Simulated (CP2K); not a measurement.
SiF:

```
Si F
1.0
     4.19356    0.00000    0.00000
     3.33899    2.53715    0.00000
     3.33899    1.12465    2.27426
Si F
1 1
Direct
  0.50000 0.50000 0.50000
  0.00000 0.00000 0.00000
```

The cell was built by a generator and needn't be a form met in nature.

Base run:

```yaml
Program: CP2K 2026.2
Functional: RPBE
Potentials_or_basis: POTENTIAL_UZH Si GTH-PBE-q4, F GTH-PBE-q7; TZVP-MOLOPT-PBE-GTH basis
Density_cutoff: 14966 eV
k_mesh: 12 × 12 × 12
Occupations: fermi-dirac, width 0.05 eV
Spin: no spin polarisation
```

Its results: band gap on the k mesh none (metal or under the smearing width); pressure 2.1 GPa.

Problem. The run is repeated on the same cell with these changes: functional from RPBE to PBEsol. What comes out?

Solution. Band gap on the k mesh none (metal or under the smearing width); pressure -3.3 GPa.

PBEsol binds more tightly than RPBE, so the same cell stands under less pressure.

Caveats: the potentials were made for another functional, which shifts forces and pressure; the basis of atomic orbitals isn't converged, which shifts pressures, moduli and gaps; an odd number of electrons without spin polarisation forces a metal; a magnetic or distorted state may lie lower.
